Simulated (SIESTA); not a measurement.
Crystal: Ta3AsAu2O13.

```
Ta As Au O
1.0
     5.72385   -0.00745   -0.00403
     1.30279    6.25499    0.00561
     0.27574    1.30074    8.36754
Ta As Au O
3 1 2 13
Direct
  0.21713 0.30521 0.58431
  0.03325 0.11123 0.99855
  0.58248 0.62145 0.50482
  0.58707 0.89691 0.83049
  0.58004 0.09228 0.18613
  0.04485 0.82077 0.44682
  0.66201 0.69726 0.71088
  0.51632 0.13418 0.69625
  0.85098 0.88773 0.91932
  0.34466 0.87003 0.94651
  0.73015 0.29240 0.03095
  0.24622 0.21809 0.11075
  0.12900 0.09398 0.49104
  0.48032 0.38887 0.43499
  0.05966 0.26685 0.78594
  0.93330 0.53240 0.45645
  0.49975 0.85161 0.34971
  0.25256 0.62988 0.62473
  0.91878 0.95175 0.22636
```

The cell was built by a generator and needn't be a form met in nature.

- Program: SIESTA 5.4.2
- Task: single point
- Functional: PBE
- Potentials or basis: PseudoDojo 0.4 standard (PBE files)
- Basis: DZP (energy shift 0.003 Ry; two zetas on semicore shells)
- Grid cutoff: 800 Ry
- Energy shift: 0.003 Ry
- k mesh: 5 × 5 × 4
- Occupations: fermi-dirac, width 0.05 eV
- Spin: no spin polarisation

On this cell: pressure 3.8 GPa; largest force 0.857 eV/Å; band gap on the k mesh 1.16 eV, indirect (least direct gap 1.21 eV).

The same run follows on a disturbed copy (atoms moved at random, drawn with an rms of 0.05 Å):

```xyz
19
Lattice="5.7238 -0.0075 -0.0040 1.3028 6.2550 0.0056 0.2757 1.3007 8.3675" Properties=species:S:1:pos:R:3 pbc="T T T"
Ta    1.8052    2.6480    4.9144
Ta    0.6294    1.9292    8.3409
Ta    4.2512    4.5714    4.2251
As    4.7612    6.7011    6.9957
Au    3.5146    0.8401    1.5813
Au    1.4385    5.7297    3.7417
O     4.8836    5.3482    5.9005
O     3.3264    1.7837    5.8661
O     6.2964    6.7476    7.6725
O     3.3288    6.6438    7.9313
O     4.5522    1.8661    0.2734
O     1.6881    1.5232    0.9317
O     0.9877    1.1961    4.1349
O     3.3282    3.0247    3.6584
O     0.9595    2.7368    6.5870
O     6.1248    3.8845    3.8019
O     4.0555    5.7808    2.9566
O     2.4218    4.7498    5.2475
O     6.5687    6.2468    1.8631
```

Problem. What changes?

Solution. The energy moves by +13.5 meV/atom; pressure 4.0 GPa; largest force 2.079 eV/Å; band gap on the k mesh 1.13 eV, direct.

Forces on the atoms (eV/Å):
```
Ta  -0.435  0.350 -0.933
Ta   0.030  1.881  0.360
Ta   0.821 -1.485  1.108
As  -0.717  0.091 -1.091
Au  -1.380  0.213  0.001
Au  -0.592 -1.032  0.011
O    0.358 -0.144  0.567
O    0.519 -0.030  0.008
O    0.625 -0.623  0.416
O   -0.185 -0.310  0.384
O    0.737 -0.091 -0.688
O    0.483 -0.175  0.116
O    0.328  0.595  0.105
O    0.192 -0.622 -0.719
O   -0.860 -0.166  1.190
O    0.136  0.319  0.090
O   -0.179  1.410 -1.518
O   -0.220  0.310  0.302
O    0.339 -0.490  0.294
```

Stress tensor (GPa, compression positive):
```
 4.20  0.81 -0.10
 0.81  3.46 -0.81
-0.10 -0.81  4.35
```

Caveats: short orbitals over semicore shells can move pressures by several GPa; spin-orbit coupling is left out, which moves the levels of the heavy elements; an odd mesh through Γ misses points on the zone boundary, where band edges often lie; the basis of atomic orbitals isn't converged, which shifts pressures, moduli and gaps.
